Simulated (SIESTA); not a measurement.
In3SbTe2:

```
Te Sb In
1.0
    -2.23687    3.12602    6.51279
     2.23687   -3.12602    6.51279
     2.23687    3.12602   -6.51279
Te Sb In
2 1 3
Cartesian
  0.0000 3.1260 4.2819
  2.2369 0.0000 2.2309
  0.0000 3.1260 0.0000
  0.0000 0.0000 4.4162
  0.0000 0.0000 8.6094
  0.0000 0.0000 0.0000
```

The cell comes from a database or a generator and needn't be the stable form of this composition.

```yaml
Program: SIESTA 5.4.2
Task: single point
Functional: PBE
Potentials_or_basis: PseudoDojo 0.4 standard (PBE files)
Basis: DZP (energy shift 0.003 Ry; two zetas on semicore shells)
Grid_cutoff: 500 Ry
Energy_shift: 0.003 Ry
k_mesh: 7 × 7 × 7
Occupations: fermi-dirac, width 0.05 eV
Spin: no spin polarisation
```

On this cell: pressure 0.4 GPa; largest force 0.145 eV/Å; band gap on the k mesh none (metal or under the smearing width).

The same run follows on a disturbed copy (atoms moved at random, drawn with an rms of 0.05 Å):

```xyz
6
Lattice="-2.2369 3.1260 6.5128 2.2369 -3.1260 6.5128 2.2369 3.1260 -6.5128" Properties=species:S:1:pos:R:3 pbc="T T T"
Te    0.0085    3.1135    4.3055
Te    2.1727    0.0150    2.1945
Sb   -0.0219    3.0992   -0.0209
In   -0.0129    0.0421    4.3946
In    0.0616    0.0082    8.6070
In   -0.0017    0.0111    0.0193
```

Q: What changes?

A: The energy (extrapolated to zero smearing) moves by +3.6 meV/atom; pressure 0.4 GPa; largest force 0.199 eV/Å; band gap on the k mesh none (metal or under the smearing width).

Forces on the atoms (eV/Å):
```
Te  -0.061  0.087 -0.096
Te   0.135 -0.094  0.112
Sb   0.089  0.101  0.006
In   0.001 -0.064  0.185
In  -0.149  0.029 -0.119
In  -0.015 -0.060 -0.089
```

Stress tensor (GPa, compression positive):
```
-0.09  0.01 -0.08
 0.01  0.22 -0.05
-0.08 -0.05  1.18
```

Caveats: the basis of atomic orbitals isn't converged, which shifts pressures, moduli and gaps.
